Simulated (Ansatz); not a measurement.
# C2H6BClO: the cost of one run

Method: RKS PBE0-D4/def2-SVP, in Ansatz 0.2.0.

### 1 The starting structure

Bond lengths: O1–B2 1.457 Å, B2–C3 1.579 Å, C3–C4 1.529 Å, C4–Cl5 1.740 Å, O1–H6 0.987 Å, B2–H7 1.152 Å, C3–H8 1.069 Å, C3–H9 1.169 Å, C4–H10 1.166 Å, C4–H11 1.091 Å. Angles (14 of 16 angles, heavy atoms first): O1–B2–C3 118.5°, B2–C3–C4 114.3°, C3–C4–Cl5 115.1°, O1–B2–H7 122.2°, C3–B2–H7 119.2°, B2–O1–H6 106.0°, B2–C3–H8 110.3°, B2–C3–H9 107.6°, C4–C3–H8 112.2°, C4–C3–H9 107.6°, C3–C4–H10 104.3°, C3–C4–H11 108.8°, Cl5–C4–H10 110.0°, Cl5–C4–H11 113.1°.

As a file:

```xyz
11

O     0.0673    2.0026    1.0920
B    -0.6414    0.8805    0.4905
C     0.1160   -0.4974    0.3409
C     0.3382   -0.9407   -1.1050
Cl    1.3592    0.1056   -2.0477
H    -0.1862    2.0036    2.0460
H    -1.7248    0.9713    0.1104
H    -0.3673   -1.2518    0.9247
H     1.1662   -0.3797    0.8401
H    -0.7331   -0.9711   -1.5639
H     0.6713   -1.9797   -1.1074
```

### 2 Relaxing end A

File input.yaml:

```yaml
crystal:
  periodic: [false, false, false]
  atoms:
    - { symbol: O, position_ang: [0.0673, 2.0026, 1.092] }
    - { symbol: B, position_ang: [-0.6414, 0.8805, 0.4905] }
    - { symbol: C, position_ang: [0.116, -0.4974, 0.3409] }
    - { symbol: C, position_ang: [0.3382, -0.9407, -1.105] }
    - { symbol: Cl, position_ang: [1.3592, 0.1056, -2.0477] }
    - { symbol: H, position_ang: [-0.1862, 2.0036, 2.046] }
    - { symbol: H, position_ang: [-1.7248, 0.9713, 0.1104] }
    - { symbol: H, position_ang: [-0.3673, -1.2518, 0.9247] }
    - { symbol: H, position_ang: [1.1662, -0.3797, 0.8401] }
    - { symbol: H, position_ang: [-0.7331, -0.9711, -1.5639] }
    - { symbol: H, position_ang: [0.6713, -1.9797, -1.1074] }
basis:
  gaussian: { orbitals: def2-SVP }
hamiltonian:
  xc: pbe0
  dispersion: d4
relax:
  f_tol: 0.015
  max_steps: 40
output:
  orbitals: {}
```

On the command line:

```console
> ansatz run input.yaml --threads 2 --pin off --max-ram 3072MiB --backend cpu --events-out ev --progress --plain --runs-dir out
```

Q: Estimate wall time and peak memory on 2 threads of Arm Neoverse V1, shared host.

About 35 s, with a peak of 0.23 GiB.
